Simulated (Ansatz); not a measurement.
**CH₄BFOS: a ladder of functionals and wavefunction methods**

One table from this session's results is given with a row withheld; the runs are named, their logs left out.

Program: Ansatz 0.2.0, Gaussian basis. Level of theory: functionals in def2-TZVPP, the program's frozen cores in correlated methods. These are calculated values, not measurements.

The runs, in order: PBE-D4, r2SCAN-D4, PBE0-D4, B3LYP-D4, ωB97X-V, ωB97M-V, B2PLYP; CCSD(T)/def2-TZVPP; CCSD(T)/def2-QZVPP; extrapolation to the limit.

## Structure used throughout

An earlier PBE0-D4 in a triple-zeta def2 set relaxation fixed the geometry.

SMILES `COB(F)S`, 9 atoms, charge 0, spin multiplicity 1.

Atoms are counted from 1 here; the program's logs count them from 0.

Bond lengths: C1–O2 1.418 Å, C1–H6 1.091 Å, C1–H7 1.091 Å, C1–H8 1.091 Å, O2–B3 1.343 Å, B3–F4 1.334 Å, B3–S5 1.813 Å, S5–H9 1.342 Å. Angles: O2–C1–H6 111.8°, O2–C1–H7 108.5°, O2–C1–H8 108.6°, H6–C1–H7 109.4°, H6–C1–H8 109.4°, H7–C1–H8 109.0°, C1–O2–B3 122.5°, O2–B3–F4 121.6°, O2–B3–S5 121.4°, F4–B3–S5 117.0°, B3–S5–H9 94.4°.

Coordinates:

```xyz
9

C     0.74729   -1.11881    0.43935
O     0.44555    0.17643   -0.05379
B    -0.81457    0.59991   -0.24798
F    -1.86321   -0.18274    0.01284
S    -1.16471    2.26340   -0.87765
H    -0.15435   -1.71083    0.60327
H     1.38704   -1.62464   -0.28530
H     1.28962   -1.01571    1.38056
H     0.12736    2.61299   -0.97127
```

The first run:

Contents of in.yaml:

```yaml
crystal:
  periodic: [false, false, false]
  atoms:
    - {symbol: C, position_ang: [0.747290, -1.118813, 0.439347]}
    - {symbol: O, position_ang: [0.445548, 0.176430, -0.053790]}
    - {symbol: B, position_ang: [-0.814570, 0.599912, -0.247982]}
    - {symbol: F, position_ang: [-1.863214, -0.182743, 0.012839]}
    - {symbol: S, position_ang: [-1.164713, 2.263399, -0.877655]}
    - {symbol: H, position_ang: [-0.154351, -1.710830, 0.603269]}
    - {symbol: H, position_ang: [1.387044, -1.624644, -0.285305]}
    - {symbol: H, position_ang: [1.289617, -1.015705, 1.380558]}
    - {symbol: H, position_ang: [0.127359, 2.612994, -0.971270]}
basis:
  gaussian: {orbitals: def2-TZVPP}
hamiltonian: {xc: pbe, dispersion: d4}
output: {forces: true, orbitals: {seedname: orbitals}}
```

Started as:

```console
$ ansatz run in.yaml --threads 2 --pin off --events-out ev --progress --plain --max-ram 22528MiB --backend cpu
```

Steps of the session up to this table: PBE-D4 (GGA); r2SCAN-D4 (meta-GGA); PBE0-D4 (hybrid); B3LYP-D4 (hybrid); ωB97X-V (range-separated); ωB97M-V (range-separated); B2PLYP (double hybrid); CCSD(T) in def2-TZVPP; CCSD(T) in def2-QZVPP.

One table of the session follows, with a row left open; its other results are not shown here.

```
            method  atomisation energy (eV)
            PBE-D4                   38.378
         r2SCAN-D4                        ?
           PBE0-D4                   37.544
          B3LYP-D4                   37.402
           ωB97X-V                   37.539
           ωB97M-V                   37.668
            B2PLYP                   37.117
     HF/def2-TZVPP                   27.648
    MP2/def2-TZVPP                   37.463
   CCSD/def2-TZVPP                   35.878
CCSD(T)/def2-TZVPP                   36.466
           MP2/CBS                   38.400
       CCSD(T)/CBS                   37.397
```

Q: Estimate the row for r2SCAN-D4 from the others.

**Answer.** atomisation energy (eV): 37.728. In the column «atomisation energy (eV)» it lies between ωB97M-V (37.668) and PBE-D4 (38.378).
